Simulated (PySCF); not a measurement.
# C3H7ClO2S: the cost of one run

Computed with PySCF 2.14.0, with density-fitted response routines of our own, on a single molecule in the gas phase. Atoms count from 0, in the outputs and in this text.

### 1 The molecule as given

14 atoms, charge 0, multiplicity 1; geometry from: GFN2-xTB. The atoms were then displaced at random by about 0.01 Å, so the start is not that level's minimum.

Bonds of the start (Å): C0–C1 1.49, C1–C2 1.51, C1–S3 1.86, S3–O4 1.44, S3–O5 1.41, S3–Cl6 2.04, C0–H7 1.11, C0–H8 1.12, C0–H9 1.09, C1–H10 1.08, C2–H11 1.11, C2–H12 1.08, C2–H13 1.08.

### 2 Optimising the geometry at PBE0-D3(BJ)/def2-SVP

What the job is given:

```
{"job": {"xc": "PBE0", "basis": "def2-SVP", "d3": "d3bj", "grid": 1, "shake": 0.01, "kind": "geom"}, "charge": 0, "multiplicity": 1}
C     -0.273790     1.437530     0.141330
C     -0.324920     0.068510    -0.445570
C     -1.125150    -0.956610     0.320300
S      1.438080    -0.509460    -0.471820
O      1.474140    -1.877900    -0.909290
O      2.257130     0.449570    -1.095910
Cl     1.904050    -0.513440     1.510420
H      0.466980     2.067150    -0.386500
H     -1.267280     1.948290     0.051030
H     -0.041080     1.425070     1.204000
H     -0.585160     0.073100    -1.494010
H     -0.806220    -0.940590     1.383280
H     -0.934370    -1.933890    -0.085120
H     -2.189560    -0.752400     0.270100
```

Started as:

```sh
> OMP_NUM_THREADS=1 python probes_run.py task.json out
```

One launch serves the whole session: the jobs run in the order shown.

**Question.** How long does this first job take on 1 thread of Arm Neoverse V1, shared host, and how much memory does it need?

About 1.9 min, with a peak of 0.62 GiB.
